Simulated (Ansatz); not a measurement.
# C₂H₉GeN: how energies converge with the basis set

Aim: see how fast density functionals converge with the basis set for C₂H₉GeN.

Computed with Ansatz 0.2.0, Gaussian basis. Level: one geometry, several basis sets.

Plan: PBE0-D4/def2-SVP; ωB97M-V/def2-SVP; PBE0-D4/def2-QZVPP; ωB97M-V/def2-QZVPP; the functionals' def2-TZVPP values are taken from earlier runs.

**1. The relaxed structure**

All runs share one geometry, relaxed beforehand with PBE0-D4 in a triple-zeta def2 set.

SMILES `C[NH][GeH2][CH3]`, 13 atoms, charge 0, spin multiplicity 1.

Atoms are counted from 1 here; the program's logs count them from 0.

Bond lengths: C1–N2 1.449 Å, C1–H5 1.094 Å, C1–H6 1.094 Å, C1–H7 1.101 Å, N2–Ge3 1.841 Å, N2–H8 1.010 Å, Ge3–C4 1.958 Å, Ge3–H9 1.540 Å, Ge3–H10 1.542 Å, C4–H11 1.091 Å, C4–H12 1.091 Å, C4–H13 1.092 Å. Angles: N2–C1–H5 110.4°, N2–C1–H6 109.5°, N2–C1–H7 115.0°, H5–C1–H6 106.8°, H5–C1–H7 107.6°, H6–C1–H7 107.3°, C1–N2–Ge3 118.7°, C1–N2–H8 111.9°, Ge3–N2–H8 113.3°, N2–Ge3–C4 113.8°, N2–Ge3–H9 106.2°, N2–Ge3–H10 106.2°, C4–Ge3–H9 110.5°, C4–Ge3–H10 109.2°, H9–Ge3–H10 110.9°, Ge3–C4–H11 110.4°, Ge3–C4–H12 110.5°, Ge3–C4–H13 110.3° and more.

**2. PBE0-D4 in def2-SVP**

in.yaml reads:

```yaml
crystal:
  periodic: [false, false, false]
  atoms:
    - {symbol: C, position_ang: [-0.759683, 1.320025, -1.116412]}
    - {symbol: N, position_ang: [-1.131224, 0.713777, 0.145698]}
    - {symbol: Ge, position_ang: [0.174192, -0.112556, 1.147548]}
    - {symbol: C, position_ang: [1.120029, -1.536055, 0.191274]}
    - {symbol: H, position_ang: [-1.578525, 1.936497, -1.499721]}
    - {symbol: H, position_ang: [0.093199, 1.988049, -0.963182]}
    - {symbol: H, position_ang: [-0.479705, 0.608966, -1.908433]}
    - {symbol: H, position_ang: [-1.979319, 0.171102, 0.067916]}
    - {symbol: H, position_ang: [-0.533343, -0.678607, 2.392743]}
    - {symbol: H, position_ang: [1.178603, 0.990033, 1.538257]}
    - {symbol: H, position_ang: [1.588025, -1.141428, -0.712156]}
    - {symbol: H, position_ang: [0.428102, -2.330686, -0.092560]}
    - {symbol: H, position_ang: [1.900250, -1.963916, 0.823830]}
basis:
  gaussian: {orbitals: def2-SVP}
hamiltonian: {xc: pbe0, dispersion: d4}
output: {orbitals: {seedname: orbitals}}
```

Launch:

```sh
> ansatz run in.yaml --threads 4 --pin off --events-out ev --progress --plain --max-ram 10444MiB
```

After this run come: ωB97M-V in def2-SVP; PBE0-D4 in def2-QZVPP; ωB97M-V in def2-QZVPP.

Q: Predict the results of all the runs planned. Wanted: PBE0-D4: double and triple zeta above quadruple; ωB97M-V: double and triple zeta above quadruple.

**Answer**, as computed:

```
                                       quantity           value
PBE0-D4: double and triple zeta above quadruple  12.79, 1.45 eV
ωB97M-V: double and triple zeta above quadruple  12.99, 1.42 eV
```

In words: For PBE0-D4 the step from double to triple zeta gains 11.34 eV and the next only 1.45 eV. These are total energies; as a rule much of such shifts cancels in differences, which this series doesn't test. The LUMO of ωB97M-V is positive and keeps falling with the basis (3.06 to 1.63 eV): an unbound level that the basis holds in place.
